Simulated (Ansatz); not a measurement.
**CH7BFGeN: two geometries relaxed**

Are the two ends of the inversion of the pyramid at N4 separate minima, and which lies lower? Each is relaxed from a guess. SMILES of the start: [BH2][GeH2][CH](N)F.

Method: RHF/def2-SVP, in Ansatz 0.2.0.

## Step 1: The starting structure

Bond lengths: B1–Ge2 2.024 Å, Ge2–C3 1.928 Å, C3–N4 1.480 Å, C3–F5 1.382 Å, B1–H6 1.122 Å, B1–H7 1.224 Å, Ge2–H8 1.561 Å, Ge2–H9 1.543 Å, C3–H10 1.134 Å, N4–H11 0.984 Å, N4–H12 1.095 Å. Angles (14 of 18 angles, heavy atoms first): B1–Ge2–C3 108.4°, Ge2–C3–N4 112.0°, Ge2–C3–F5 111.6°, N4–C3–F5 111.2°, B1–Ge2–H8 109.8°, B1–Ge2–H9 108.3°, C3–Ge2–H8 108.2°, C3–Ge2–H9 109.9°, Ge2–B1–H6 123.9°, Ge2–B1–H7 117.5°, Ge2–C3–H10 108.5°, N4–C3–H10 103.4°, F5–C3–H10 109.9°, C3–N4–H11 112.1°.

Coordinates:

```xyz
12

B    -0.1943    1.6177    1.3591
Ge   -0.8497    0.6526   -0.2949
C     0.5041   -0.6062   -0.8434
N     0.8470   -1.5566    0.2383
F     0.1393   -1.2736   -1.9973
H     0.8122    1.4482    1.8240
H    -0.9187    2.4822    1.8337
H    -1.0627    1.6753   -1.4545
H    -2.1493   -0.0974    0.0649
H     1.4730   -0.0423   -1.0138
H     1.5380   -2.1999   -0.0400
H    -0.0618   -2.1551    0.3580
```

## Step 2: End point A

The input, input.yaml:

```yaml
crystal:
  periodic: [false, false, false]
  atoms:
    - { symbol: B, position_ang: [-0.1943, 1.6177, 1.3591] }
    - { symbol: Ge, position_ang: [-0.8497, 0.6526, -0.2949] }
    - { symbol: C, position_ang: [0.5041, -0.6062, -0.8434] }
    - { symbol: "N", position_ang: [0.847, -1.5566, 0.2383] }
    - { symbol: F, position_ang: [0.1393, -1.2736, -1.9973] }
    - { symbol: H, position_ang: [0.8122, 1.4482, 1.824] }
    - { symbol: H, position_ang: [-0.9187, 2.4822, 1.8337] }
    - { symbol: H, position_ang: [-1.0627, 1.6753, -1.4545] }
    - { symbol: H, position_ang: [-2.1493, -0.0974, 0.0649] }
    - { symbol: H, position_ang: [1.473, -0.0423, -1.0138] }
    - { symbol: H, position_ang: [1.538, -2.1999, -0.04] }
    - { symbol: H, position_ang: [-0.0618, -2.1551, 0.358] }
basis:
  gaussian: { orbitals: def2-SVP }
hamiltonian:
  xc: hf
relax:
  f_tol: 0.015
  max_steps: 40
```

Run with:

```
$ ansatz run input.yaml --threads 2 --pin off --max-ram 3072MiB --backend cpu --events-out ev --progress --plain --runs-dir out
```

Output, shortened:

```text
Warning: RAYON_NUM_THREADS=2 ignored (pool sized by the plan → 2); use --threads N
[...]
Functional definition: HF
[...]
1350 factors; integrals over basis functions are off by at most 3.0e-4 eV
[...]
mean field -62460.46776644 eV, -2295.3798531911 hartree, gradient 2.5e-5 eV, S^2 0.000000; 0 other end points of the search recorded, 0 dependent functions left out
[...]
reference -62460.46776644 eV, -2295.3798531911 hartree; 33, 33 occupied and 90, 90 virtual orbitals, 1350 factors
relax step   1: F+E_penalty+E_count = -62460.46776644 eV  Δ(F+E_penalty+E_count) = +0.000e0 eV  max|allowed force component| = 4.963e0 eV/Å  Δτ_max = 0.0000 Å  (37 SCF iters, accepted)
[...]
relax step   4: F+E_penalty+E_count = -62461.00839525 eV  Δ(F+E_penalty+E_count) = -4.187e-2 eV  max|allowed force component| = 2.527e-1 eV/Å  Δτ_max = 0.1855 Å  (34 SCF iters, accepted)
[...]
relax step   7: F+E_penalty+E_count = -62461.02303653 eV  Δ(F+E_penalty+E_count) = -2.864e-3 eV  max|allowed force component| = 2.716e-2 eV/Å  Δτ_max = 0.0653 Å  (35 SCF iters, accepted)
[...]
relax step  10: F+E_penalty+E_count = -62461.02395836 eV  Δ(F+E_penalty+E_count) = -2.218e-4 eV  max|allowed force component| = 5.138e-2 eV/Å  Δτ_max = 0.0454 Å  (35 SCF iters, accepted)
[...]
relax step  11: F+E_penalty+E_count = -62461.02410132 eV  Δ(F+E_penalty+E_count) = -1.430e-4 eV  max|allowed force component| = 7.474e-2 eV/Å  Δτ_max = 0.0496 Å  (35 SCF iters, accepted)
[...]
relax step  12: F+E_penalty+E_count = -62461.02426943 eV  Δ(F+E_penalty+E_count) = -1.681e-4 eV  max|allowed force component| = 4.014e-2 eV/Å  Δτ_max = 0.0109 Å  (29 SCF iters, accepted)
[...]
1350 factors; integrals over basis functions are off by at most 4.1e-4 eV
```

## Step 3: The output, continued: end point A relaxed

The log, continued, shortened:

```text
mean field -62461.02435064 eV, -2295.4003072831 hartree, gradient 1.2e-5 eV, S^2 0.000000; 0 other end points of the search recorded, 0 dependent functions left out
[...]
reference -62461.02435064 eV, -2295.4003072831 hartree; 33, 33 occupied and 90, 90 virtual orbitals, 1350 factors
relax step  13: F+E_penalty+E_count = -62461.02435064 eV  Δ(F+E_penalty+E_count) = -8.121e-5 eV  max|allowed force component| = 1.546e-2 eV/Å  Δτ_max = 0.0048 Å  (28 SCF iters, accepted)
[...]
relax step  15: F+E_penalty+E_count = -62461.02458736 eV  Δ(F+E_penalty+E_count) = -1.117e-4 eV  max|allowed force component| = 2.658e-2 eV/Å  Δτ_max = 0.0374 Å  (28 SCF iters, accepted)
[...]
relax step  17: F+E_penalty+E_count = -62461.02469071 eV  Δ(F+E_penalty+E_count) = -5.707e-5 eV  max|allowed force component| = 3.167e-2 eV/Å  Δτ_max = 0.0055 Å  (30 SCF iters, accepted)
[...]
Atom 2 at     0.549458    -0.655761    -0.812656 Å, force    -0.005374    -0.002864    -0.004162 eV/Å
Atom 3 at     0.704081    -1.613493     0.215774 Å, force    -0.003737    -0.010556     0.008062 eV/Å
Atom 4 at     0.215288    -1.241574    -2.022586 Å, force     0.000030     0.000320     0.002958 eV/Å
Atom 5 at     0.934285     2.082562     1.478198 Å, force    -0.002174    -0.001143     0.000066 eV/Å
Atom 6 at    -0.942727     1.950013     2.301559 Å, force     0.002219    -0.001262    -0.002909 eV/Å
Atom 7 at    -1.009017     1.663883    -1.501333 Å, force     0.000222     0.000775     0.000657 eV/Å
Atom 8 at    -2.153175    -0.076087    -0.130899 Å, force     0.001208     0.000954     0.002004 eV/Å
Atom 9 at     1.507981    -0.163728    -0.975271 Å, force     0.004370     0.000854     0.000071 eV/Å
Atom 10 at     1.442942    -2.267374     0.024762 Å, force     0.002867     0.001787    -0.002303 eV/Å
Atom 11 at    -0.138713    -2.131790     0.389044 Å, force     0.004193     0.007605    -0.004048 eV/Å
Dipole moment:     0.118424     0.003035     0.280279 e Å
```

Wall time 46 s (2 threads of Intel Xeon Platinum 8488C (Sapphire Rapids), shared host); peak memory 0.3 GiB.

The steps of the relaxation:

```csv
step,energy from step 1 (eV),largest force component (eV/Å)
1,0.0000,4.9634
2,-0.4318,0.9437
3,-0.4988,0.6576
4,-0.5406,0.2527
5,-0.5497,0.2838
6,-0.5524,0.1902
7,-0.5553,0.0272
8,-0.5560,0.0197
9x,-0.5553,0.1383
10,-0.5562,0.0514
11,-0.5563,0.0747
12,-0.5565,0.0401
13,-0.5566,0.0155
14,-0.5567,0.0147
15,-0.5568,0.0266
16,-0.5569,0.0382
17,-0.5569,0.0317
18,-0.5570,0.0158
19,-0.5570,0.0135
20,-0.5571,0.0090
21,-0.5571,0.0106
```

Step 1 is the start. 1 step was tried and not accepted (marked x).

After: Bond lengths: B1–Ge2 2.092 Å, Ge2–C3 1.989 Å, C3–N4 1.414 Å, C3–F5 1.385 Å, B1–H6 1.199 Å, B1–H7 1.198 Å, Ge2–H8 1.539 Å, Ge2–H9 1.540 Å, C3–H10 1.090 Å, N4–H11 1.005 Å, N4–H12 1.004 Å. Angles (14 of 18 angles, heavy atoms first): B1–Ge2–C3 108.8°, Ge2–C3–N4 110.8°, Ge2–C3–F5 109.5°, N4–C3–F5 112.0°, B1–Ge2–H8 110.7°, B1–Ge2–H9 113.5°, C3–Ge2–H8 108.7°, C3–Ge2–H9 106.9°, Ge2–B1–H6 119.8°, Ge2–B1–H7 122.3°, Ge2–C3–H10 110.0°, N4–C3–H10 108.6°, F5–C3–H10 105.8°, C3–N4–H11 112.5°.

## Step 4: End point B

The second end starts from a geometry with the move made by hand.

input.yaml: that of step 2 with these lines changed.

```diff
@@ -13,4 +13,4 @@
     - { symbol: H, position_ang: [1.473, -0.0423, -1.0138] }
-    - { symbol: H, position_ang: [1.538, -2.1999, -0.04] }
-    - { symbol: H, position_ang: [-0.0618, -2.1551, 0.358] }
+    - { symbol: H, position_ang: [1.81277, -1.5683, 0.42783] }
+    - { symbol: H, position_ang: [0.39138, -1.11339, 1.12961] }
 basis:
```

Run with:

```
$ ansatz run input.yaml --threads 2 --pin off --max-ram 3072MiB --backend cpu --events-out ev --progress --plain --runs-dir out
```

Output, shortened:

```text
Warning: RAYON_NUM_THREADS=2 ignored (pool sized by the plan → 2); use --threads N
[...]
[... 1 set-up line as earlier in the session ...]
[...]
1353 factors; integrals over basis functions are off by at most 4.7e-4 eV
[...]
mean field -62460.04696674 eV, -2295.3643890871 hartree, gradient 3.2e-5 eV, S^2 0.000000; 0 other end points of the search recorded, 0 dependent functions left out
[...]
reference -62460.04696674 eV, -2295.3643890871 hartree; 33, 33 occupied and 90, 90 virtual orbitals, 1353 factors
relax step   1: F+E_penalty+E_count = -62460.04696674 eV  Δ(F+E_penalty+E_count) = +0.000e0 eV  max|allowed force component| = 3.543e0 eV/Å  Δτ_max = 0.0000 Å  (38 SCF iters, accepted)
[...]
relax step   7: F+E_penalty+E_count = -62460.71869595 eV  Δ(F+E_penalty+E_count) = +6.417e-2 eV  max|allowed force component| = 2.659e0 eV/Å  Δτ_max = 0.1955 Å  (34 SCF iters, rejected (line search))
[...]
relax step  13: F+E_penalty+E_count = -62461.01208561 eV  Δ(F+E_penalty+E_count) = -6.404e-3 eV  max|allowed force component| = 8.934e-2 eV/Å  Δτ_max = 0.1807 Å  (35 SCF iters, accepted)
[...]
relax step  19: F+E_penalty+E_count = -62461.02057888 eV  Δ(F+E_penalty+E_count) = -9.234e-4 eV  max|allowed force component| = 1.116e-1 eV/Å  Δτ_max = 0.0731 Å  (35 SCF iters, accepted)
[...]
relax step  24: F+E_penalty+E_count = -62461.02358495 eV  Δ(F+E_penalty+E_count) = -2.985e-4 eV  max|allowed force component| = 5.819e-2 eV/Å  Δτ_max = 0.0177 Å  (28 SCF iters, accepted)
relax step  25: F+E_penalty+E_count = -62461.02410614 eV  Δ(F+E_penalty+E_count) = -5.212e-4 eV  max|allowed force component| = 2.244e-2 eV/Å  Δτ_max = 0.0557 Å  (35 SCF iters, accepted)
```

## Step 5: More of the same log: end point B relaxed

The log, continued, shortened:

```text
relax step  26: F+E_penalty+E_count = -62461.02403495 eV  Δ(F+E_penalty+E_count) = +7.119e-5 eV  max|allowed force component| = 1.069e-1 eV/Å  Δτ_max = 0.0954 Å  (35 SCF iters, rejected (line search))
[...]
relax step  32: F+E_penalty+E_count = -62461.02479228 eV  Δ(F+E_penalty+E_count) = -8.171e-5 eV  max|allowed force component| = 6.735e-3 eV/Å  Δτ_max = 0.0238 Å  (29 SCF iters, accepted)
[...]
relax step  33: F+E_penalty+E_count = -62461.02486007 eV  Δ(F+E_penalty+E_count) = -6.779e-5 eV  max|allowed force component| = 1.046e-2 eV/Å  Δτ_max = 0.0417 Å  (35 SCF iters, accepted)
1353 factors; integrals over basis functions are off by at most 3.6e-4 eV
mean field -62461.02486007 eV, -2295.4003260044 hartree, gradient 6.5e-5 eV, S^2 0.000000; 1 other end points of the search recorded, 0 dependent functions left out
[...]
Atom 2 at     0.642661    -0.537537    -0.670064 Å, force    -0.002285    -0.006941    -0.007508 eV/Å
Atom 3 at     0.891831    -1.399567     0.422753 Å, force     0.001782    -0.000536    -0.005508 eV/Å
Atom 4 at     0.329124    -1.238406    -1.823411 Å, force     0.001967     0.006880     0.010460 eV/Å
Atom 5 at     0.866884     2.389324     1.395024 Å, force    -0.002658    -0.001399     0.004239 eV/Å
Atom 6 at    -0.990114     2.214984     2.256673 Å, force     0.005603    -0.002151    -0.001318 eV/Å
Atom 7 at    -1.111349     1.592976    -1.490978 Å, force     0.000536    -0.001700    -0.001044 eV/Å
Atom 8 at    -2.079776    -0.112550     0.048596 Å, force     0.002313    -0.000802    -0.001892 eV/Å
Atom 9 at     1.557189     0.011074    -0.895055 Å, force    -0.005632    -0.003517     0.003954 eV/Å
Atom 10 at     1.674890    -2.008394     0.260905 Å, force     0.000766     0.001310     0.000311 eV/Å
Atom 11 at     0.095153    -1.965413     0.654805 Å, force     0.000284     0.002848    -0.000021 eV/Å
Dipole moment:     0.124324     0.033907     0.275172 e Å
```

Run time: 74 s. Hardware: 2 threads of Intel Xeon Platinum 8488C (Sapphire Rapids), shared host; peak memory 0.3 GiB.

Relaxation path, one in 2:

```
step  energy from step 1 (eV)  largest force component (eV/Å)
   1                   0.0000                          3.5435
   3                  -0.6185                          0.7538
   5                  -0.6987                          0.5025
  7x                  -0.6717                          2.6585
   9                  -0.9307                          0.3979
  11                  -0.9550                          0.3589
  13                  -0.9651                          0.0893
  15                  -0.9689                          0.0691
 17x                  -0.9707                          0.2845
  19                  -0.9736                          0.1116
  21                  -0.9749                          0.0337
  23                  -0.9763                          0.0718
  25                  -0.9771                          0.0224
  27                  -0.9774                          0.0220
  29                  -0.9777                          0.0361
  31                  -0.9777                          0.0088
  33                  -0.9779                          0.0105
```

Step 1 is the start. 6 steps were tried and not accepted (marked x).

After: Bond lengths: B1–Ge2 2.092 Å, Ge2–C3 1.989 Å, C3–N4 1.414 Å, C3–F5 1.386 Å, B1–H6 1.199 Å, B1–H7 1.199 Å, Ge2–H8 1.539 Å, Ge2–H9 1.540 Å, C3–H10 1.090 Å, N4–H11 1.005 Å, N4–H12 1.004 Å. Angles (14 of 18 angles, heavy atoms first): B1–Ge2–C3 109.0°, Ge2–C3–N4 110.8°, Ge2–C3–F5 109.5°, N4–C3–F5 112.0°, B1–Ge2–H8 110.6°, B1–Ge2–H9 113.3°, C3–Ge2–H8 108.7°, C3–Ge2–H9 106.9°, Ge2–B1–H6 119.8°, Ge2–B1–H7 122.2°, Ge2–C3–H10 110.0°, N4–C3–H10 108.6°, F5–C3–H10 105.8°, C3–N4–H11 112.5°.

## Step 6: Summary of results

| quantity | value |
| --- | --- |
| end A | 19 moves, 0.557 eV lower |
| end B | 26 moves, 0.978 eV lower |
| largest difference between the ends | 0.03 Å |
| end B relative to end A | +0.000 eV |

What this shows: The two relaxations end at one structure, within 0.03 Å: no second minimum was found from this start, which doesn't rule one out.
